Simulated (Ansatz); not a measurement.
Ta3N:

```
Ta N
1.0
     3.03222    0.00000    0.00000
    -1.51611    2.62598    0.00000
     0.00000    0.00000    7.52414
Ta N
3 1
Direct
  0.66667 0.33333 0.82607
  0.33333 0.66667 0.17393
  0.00000 0.00000 0.50000
  0.00000 0.00000 0.00000
```

The cell comes from a database or a generator and needn't be the stable form of this composition.

Base run:

- Program: Ansatz 0.2.0
- Functional: PBE
- Potentials or basis: Ansatz PAW
- Cutoff: 420 eV (not typed: the program's choice for these potentials)
- k mesh: 10 × 10 × 4
- Occupations: fermi-dirac, width 0.05 eV
- Spin: no spin polarisation
- Hubbard terms: Ta d U = 5 eV

Its results: band gap on the k mesh none (metal or under the smearing width); pressure 4.1 GPa; largest force 0.021 eV/Å.

Problem. The run is repeated on the same cell with these changes: hubbard terms from Ta d U = 5 eV to Ta d U = 2 eV. What comes out?

Solution. Band gap on the k mesh none (metal or under the smearing width); pressure 0.9 GPa; largest force 0.062 eV/Å.

Caveats: U without spin polarisation on a metal has little footing; the density of states is complete only up to the lowest level of the last band computed.
